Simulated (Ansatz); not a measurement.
# CH6BNSi: one species, many methods

Aim: compute CH6BNSi with functionals from several rungs and with coupled cluster. The yardstick is the atomisation energy at the CCSD(T) limit.

The runs use Ansatz 0.2.0, Gaussian basis; functionals in def2-TZVPP, the program's frozen cores in correlated methods.

Levels to be run: LDA (SPW92), PBE-D4, revPBE-D4, BLYP-D4, r2SCAN-D4, B97M-V, PBE0-D4, B3LYP-D4, r2SCANh-D4, r2SCAN0-D4, HSE06-D4, BHLYP-D4, CAM-B3LYP-D4, LC-ωPBE, ωB97X-V, ωB97M-V, B2PLYP, PBE-QIDH; CCSD(T)/def2-SVP; CCSD(T)/def2-TZVPP; MP2/def2-QZVPP; extrapolation to the limit; RPA on PBE.

**1. The geometry**

An earlier PBE0-D4 in a triple-zeta def2 set relaxation fixed the geometry.

10 atoms, charge 0, spin multiplicity 1.

Atoms are counted from 1 here; the program's logs count them from 0.

Bond lengths: B1–C2 1.548 Å, B1–N3 1.660 Å, B1–H5 1.199 Å, B1–H6 1.199 Å, C2–N3 1.270 Å, C2–H7 1.090 Å, N3–Si4 1.746 Å, Si4–H8 1.481 Å, Si4–H9 1.481 Å, Si4–H10 1.486 Å. Angles: C2–B1–N3 46.5°, C2–B1–H5 118.6°, C2–B1–H6 118.6°, N3–B1–H5 114.5°, N3–B1–H6 114.5°, H5–B1–H6 121.0°, B1–C2–N3 71.4°, B1–C2–H7 161.1°, N3–C2–H7 127.5°, B1–N3–C2 62.1°, B1–N3–Si4 158.1°, C2–N3–Si4 139.8°, N3–Si4–H8 107.8°, N3–Si4–H9 107.8°, N3–Si4–H10 108.9°, H8–Si4–H9 110.4°, H8–Si4–H10 110.9°, H9–Si4–H10 110.9°.

**2. LDA**

This LDA is Slater exchange with PW92 correlation.

Input file in.yaml:

```yaml
crystal:
  periodic: [false, false, false]
  atoms:
    - {symbol: B, position_ang: [-1.327280, 1.098815, 0.337872]}
    - {symbol: C, position_ang: [0.159102, 1.354866, -0.010415]}
    - {symbol: N, position_ang: [-0.041047, 0.101465, 0.013982]}
    - {symbol: Si, position_ang: [0.830615, -1.392739, -0.220600]}
    - {symbol: H, position_ang: [-2.141435, 1.162893, -0.540363]}
    - {symbol: H, position_ang: [-1.659385, 1.125325, 1.489934]}
    - {symbol: H, position_ang: [1.093965, 1.874425, -0.222908]}
    - {symbol: H, position_ang: [0.178759, -2.128831, -1.327757]}
    - {symbol: H, position_ang: [0.745573, -2.169508, 1.037177]}
    - {symbol: H, position_ang: [2.244234, -1.077911, -0.553923]}
basis:
  gaussian: {orbitals: def2-TZVPP}
hamiltonian: {xc: lda}
output: {orbitals: {seedname: orbitals}}
```

Command:

```bash
ansatz run in.yaml --threads 2 --pin off --events-out ev --progress --plain --max-ram 4352MiB
```

The runs that follow: PBE-D4 (GGA); revPBE-D4 (GGA); BLYP-D4 (GGA); r2SCAN-D4 (meta-GGA); B97M-V (meta-GGA); PBE0-D4 (hybrid); B3LYP-D4 (hybrid); r2SCANh-D4 (hybrid); r2SCAN0-D4 (hybrid); HSE06-D4 (hybrid); BHLYP-D4 (hybrid); CAM-B3LYP-D4 (range-separated); LC-ωPBE (range-separated); ωB97X-V (range-separated); ωB97M-V (range-separated); B2PLYP (double hybrid); PBE-QIDH (double hybrid); CCSD(T) in def2-SVP; CCSD(T) in def2-TZVPP; MP2 in def2-QZVPP; RPA on PBE orbitals.

Q: Predict the results of all the runs planned. Wanted: atomisation energy, CCSD(T)/CBS; farthest beyond LDA; mean size of error, GGA; mean size of error, meta-GGA; mean size of error, hybrid; mean size of error, range-separated; mean size of error, double hybrid; gap, smallest and largest; T1 diagnostic.

The runs gave:

```
                               quantity                                                      value
        atomisation energy, CCSD(T)/CBS                                              3464.0 kJ/mol
 functionals within 17.3 kJ/mol (0.5 %)  revPBE-D4, PBE0-D4, r2SCANh-D4, LC-ωPBE, B2PLYP, PBE-QIDH
                    farthest beyond LDA                                      PBE-D4 (+70.3 kJ/mol)
                mean size of error, GGA                                                33.4 kJ/mol
           mean size of error, meta-GGA                                                22.4 kJ/mol
             mean size of error, hybrid                                                25.7 kJ/mol
    mean size of error, range-separated                                                27.7 kJ/mol
      mean size of error, double hybrid                                                14.9 kJ/mol
              gap, smallest and largest                  3.74 eV (LDA (SPW92)), 11.62 eV (LC-ωPBE)
                          T1 diagnostic                                                     0.0148
triples share of the correlation energy                                                      4.1 %
```

What this shows: The LDA atomisation energy is off by 480.2 kJ/mol (14 %): it overbinds. PBE-D4 misses by +70.3 kJ/mol. Double hybrids carry the basis error of their MP2 part in triple zeta, and no dispersion term here, so their miss is partly the set-up's. Taken by rung, double hybrid functionals do best (14.9 kJ/mol on average) and GGA ones worst beyond LDA (33.4 kJ/mol). The gap between the best rungs is small, so their order is not settled. Misses under about 17.3 kJ/mol are within the doubt on the reference itself, which lacks core-valence correlation, relativity and higher excitations. Hartree-Fock recovers 73 % of the binding; the rest is correlation. CCSD(T) in def2-SVP is off by -187.3 kJ/mol, so the small basis spoils what the method gains. Orbital gaps span 3.7 to 11.6 eV; exact exchange widens them.
